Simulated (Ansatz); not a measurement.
**GaH3 (SMILES [GaH3]): single points off equilibrium**

The atoms stand at a structure displaced at random from a GFN2-xTB minimum. How far do the functionals agree with CCSD(T) there?

Method: single points in def2-TZVPP; program: Ansatz 0.2.0, Gaussian basis.

Correlated methods freeze the cores. Filled d shells of the heavier atoms are correlated.

### 1 Starting geometry

SMILES `[GaH3]`, 4 atoms, charge 0, spin multiplicity 1.

Atoms are counted from 1 here; the program's logs count them from 0.

Bond lengths: Ga1–H2 1.553 Å, Ga1–H3 1.532 Å, Ga1–H4 1.576 Å. Angles: H2–Ga1–H3 123.3°, H2–Ga1–H4 117.0°, H3–Ga1–H4 119.4°.

Coordinates:

```xyz
4

Ga    0.0113   -0.0160    0.0331
H     1.2743    0.3841    0.8431
H    -0.5464   -1.4419   -0.0051
H    -0.6201    1.0875   -0.8975
```

### 2 CCSD(T)/def2-TZVPP

run/in.yaml reads:

```yaml
crystal:
  periodic: [false, false, false]
  atoms:
    - {symbol: Ga, position_ang: [0.011300, -0.016000, 0.033100]}
    - {symbol: H, position_ang: [1.274300, 0.384100, 0.843100]}
    - {symbol: H, position_ang: [-0.546400, -1.441900, -0.005100]}
    - {symbol: H, position_ang: [-0.620100, 1.087500, -0.897500]}
basis:
  gaussian: {orbitals: def2-TZVPP}
correlation: {method: ccsd_t}
output: {forces: true}
```

No record of the launch command was kept for these runs.

### 3 PBE0-D4/def2-TZVPP

Edit run/in.yaml of step 2 so:

```diff
@@ -9,3 +9,3 @@
   gaussian: {orbitals: def2-TZVPP}
-correlation: {method: ccsd_t}
-output: {forces: true}
+hamiltonian: {xc: pbe0, dispersion: d4}
+output: {forces: true, orbitals: {seedname: orbitals}}
```

### 4 wB97M-V/def2-TZVPP

Edit run/in.yaml of step 3 so:

```diff
@@ -9,3 +9,3 @@
   gaussian: {orbitals: def2-TZVPP}
-hamiltonian: {xc: pbe0, dispersion: d4}
-output: {forces: true, orbitals: {seedname: orbitals}}
+hamiltonian: {xc: {name: wB97M-V}}
+output: {forces: true}
```

### 5 r2SCAN-D4/def2-TZVPP

Edit run/in.yaml of step 4 so:

```diff
@@ -9,3 +9,3 @@
   gaussian: {orbitals: def2-TZVPP}
-hamiltonian: {xc: {name: wB97M-V}}
+hamiltonian: {xc: r2scan, dispersion: d4}
 output: {forces: true}
```

### 6 PBE-D4/def2-TZVPP

Edit run/in.yaml of step 5 so:

```diff
@@ -9,3 +9,3 @@
   gaussian: {orbitals: def2-TZVPP}
-hamiltonian: {xc: r2scan, dispersion: d4}
+hamiltonian: {xc: pbe, dispersion: d4}
 output: {forces: true}
```

### 7 BLYP-D4/def2-TZVPP

Edit run/in.yaml of step 6 so:

```diff
@@ -9,3 +9,3 @@
   gaussian: {orbitals: def2-TZVPP}
-hamiltonian: {xc: pbe, dispersion: d4}
+hamiltonian: {xc: {name: BLYP}, dispersion: d4}
 output: {forces: true}
```

### 8 BHLYP-D4/def2-TZVPP

Edit run/in.yaml of step 7 so:

```diff
@@ -9,3 +9,3 @@
   gaussian: {orbitals: def2-TZVPP}
-hamiltonian: {xc: {name: BLYP}, dispersion: d4}
+hamiltonian: {xc: {name: BHLYP}, dispersion: d4}
 output: {forces: true}
```

(Steps that only read results are left out.)

Q: Predict the outcome of this session. Wanted: energy less free atoms, CCSD(T)/def2-TZVPP; RMS force component; RMS force error; HOMO and LUMO, PBE0-D4; T1 diagnostic.

As calculated:

```
                                  quantity                                                                                            value
energy less free atoms, CCSD(T)/def2-TZVPP                                                                                  -198.3 kcal/mol
                       RMS force component                                                             0.242 to 0.281 eV/Å over the methods
                           RMS force error  PBE0-D4 0.044, wB97M-V 0.014, r2SCAN-D4 0.015, PBE-D4 0.097, BLYP-D4 0.104, BHLYP-D4 0.008 eV/Å
                    HOMO and LUMO, PBE0-D4                                                                               -8.48 and -1.84 eV
                             T1 diagnostic                                                                                            0.013
```

**Reading.** Against CCSD(T) the functionals' energies less atoms differ by +0.2 to +8.1 kcal/mol, PBE-D4 by +8.1 kcal/mol. CCSD(T) in triple zeta still lacks some correlation energy of the bonds, so part of these gaps is its own basis error and they don't rank the functionals. For forces BHLYP-D4 does best and BLYP-D4 worst. Frozen-core CCSD(T) forces in triple zeta carry basis errors of their own, and this is one geometry, so small gaps rank nothing.
